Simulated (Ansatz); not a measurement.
Here is an Ansatz input file for C4H10BN, SMILES [BH3-][N+]#CC(C)C. Write the same calculation for the Python package.

```yaml
crystal:
  periodic: [false, false, false]
  atoms:
    - { symbol: B, position_ang: [3.0806, 0.3685, 0.1553] }
    - { symbol: "N", position_ang: [1.6082, 0.3131, -0.032] }
    - { symbol: C, position_ang: [0.461, 0.2693, -0.1774] }
    - { symbol: C, position_ang: [-0.9965, 0.2134, -0.3618] }
    - { symbol: C, position_ang: [-1.7025, 0.5422, 0.955] }
    - { symbol: C, position_ang: [-1.4056, -1.1697, -0.8721] }
    - { symbol: H, position_ang: [3.4141, 1.4955, 0.3484] }
    - { symbol: H, position_ang: [3.621, -0.0436, -0.8229] }
    - { symbol: H, position_ang: [3.3873, -0.3022, 1.0907] }
    - { symbol: H, position_ang: [-1.2821, 0.9736, -1.1205] }
    - { symbol: H, position_ang: [-1.435, -0.1968, 1.7414] }
    - { symbol: H, position_ang: [-1.4121, 1.5572, 1.3023] }
    - { symbol: H, position_ang: [-2.804, 0.5286, 0.8107] }
    - { symbol: H, position_ang: [-2.5034, -1.2049, -1.0395] }
    - { symbol: H, position_ang: [-0.9017, -1.3858, -1.8388] }
    - { symbol: H, position_ang: [-1.1295, -1.9584, -0.1388] }
basis:
  gaussian:
    orbitals: cc-pVDZ
correlation:
  method: mp2
output:
  orbitals: {}
```

Script `run_energy.py`:
```python
"""Single point of C4H10BN."""

from pathlib import Path
import argparse
import warnings

import ansatz as az
from ase import Atoms

parser = argparse.ArgumentParser(description="Single point of C4H10BN.")
parser.add_argument("--basis-set", required=True, help="basis")
parser.add_argument("--level", default="mp2", help="wavefunction method")
args = parser.parse_args()

warnings.simplefilter("ignore", az.DeckWarning)

atoms = Atoms(["B", "N", "C", "C", "C", "C", "H", "H", "H", "H", "H", "H", "H", "H", "H", "H"], positions=[
    [3.0806, 0.3685, 0.1553],
    [1.6082, 0.3131, -0.032],
    [0.461, 0.2693, -0.1774],
    [-0.9965, 0.2134, -0.3618],
    [-1.7025, 0.5422, 0.955],
    [-1.4056, -1.1697, -0.8721],
    [3.4141, 1.4955, 0.3484],
    [3.621, -0.0436, -0.8229],
    [3.3873, -0.3022, 1.0907],
    [-1.2821, 0.9736, -1.1205],
    [-1.435, -0.1968, 1.7414],
    [-1.4121, 1.5572, 1.3023],
    [-2.804, 0.5286, 0.8107],
    [-2.5034, -1.2049, -1.0395],
    [-0.9017, -1.3858, -1.8388],
    [-1.1295, -1.9584, -0.1388],
])
c4h10bn = az.Crystal.molecule_from_ase(atoms)

calculation = c4h10bn.calculation().basis(gaussian=args.basis_set).correlation(args.level).orbitals()
out = calculation.run(threads=1, runs_dir="out")
r = out.report

for key in ("converged", "free_energy_ev", "reference_energy_ev", "n_frozen", "n_occupied", "n_virtual"):
    print(f"{key:22s} {r[key]}")

print("correlation energy", round(r["free_energy_ev"] - r["reference_energy_ev"], 5), "eV")
cluster = r["correlation"].get("coupled_cluster")
if cluster:
    print("cycles", cluster["cycles"], " T1 diagnostic", round(cluster["t1_diagnostic"], 4), " largest double", round(cluster["largest_double"], 4))

lines = Path(r["orbitals_path"]).read_text().splitlines()
field_of = lambda key: [line.split("=")[1].strip() for line in lines if line.startswith(key)]
orbitals = [(27.211386 * float(e), s, float(n)) for e, s, n in zip(field_of("Ene="), field_of("Spin="), field_of("Occup="))]
homo = max(e for e, _, n in orbitals if n > 0.5)
lumo = min(e for e, _, n in orbitals if n < 0.5)
for e, spin, n in sorted(orbitals):
    if homo - 6 < e < lumo + 5:
        print(f"{spin:6s} {e:10.3f} eV  occupation {n:.0f}")
```

```console
$ python run_energy.py --basis-set cc-pVDZ
converged              True
free_energy_ev         -6455.517648702135
reference_energy_ev    -6432.950929079263
n_frozen               6
n_occupied             [17, 17]
n_virtual              [111, 111]
correlation energy -22.56672 eV
Alpha     -15.876 eV  occupation 2
Alpha     -15.825 eV  occupation 2
Alpha     -15.426 eV  occupation 2
Alpha     -15.144 eV  occupation 2
Alpha     -14.890 eV  occupation 2
Alpha     -14.316 eV  occupation 2
Alpha     -14.260 eV  occupation 2
Alpha     -10.395 eV  occupation 2
Alpha     -10.391 eV  occupation 2
Alpha       3.245 eV  occupation 0
Alpha       3.716 eV  occupation 0
Alpha       4.317 eV  occupation 0
Alpha       5.043 eV  occupation 0
Alpha       5.593 eV  occupation 0
Alpha       5.781 eV  occupation 0
Alpha       6.370 eV  occupation 0
Alpha       6.883 eV  occupation 0
Alpha       7.084 eV  occupation 0
Alpha       7.361 eV  occupation 0
```

What to keep in mind:
- Total energies depend on the basis set; only differences at equal settings carry meaning.
- The geometry is a force-field or estimated start, not a minimum of this method, and the basis set is short of its limit.
- Alpha marks a spatial orbital of a restricted run, filled by both spins.
- Levels such as HOMO and LUMO are orbital energies: in Hartree-Fock the gap is too wide and the LUMO hangs on the basis.
- Inner cores stay frozen, so this is valence correlation.
- Timing: 3.3 s on 1 thread of Intel(R) Xeon(R) Platinum 8488C (Sapphire Rapids), on a shared host, peak memory 0.32 GiB.

(A comment or docstring line of the script was reworded after the run, the code is as it ran; lines on the test bed's own set-up are left out of the output.)
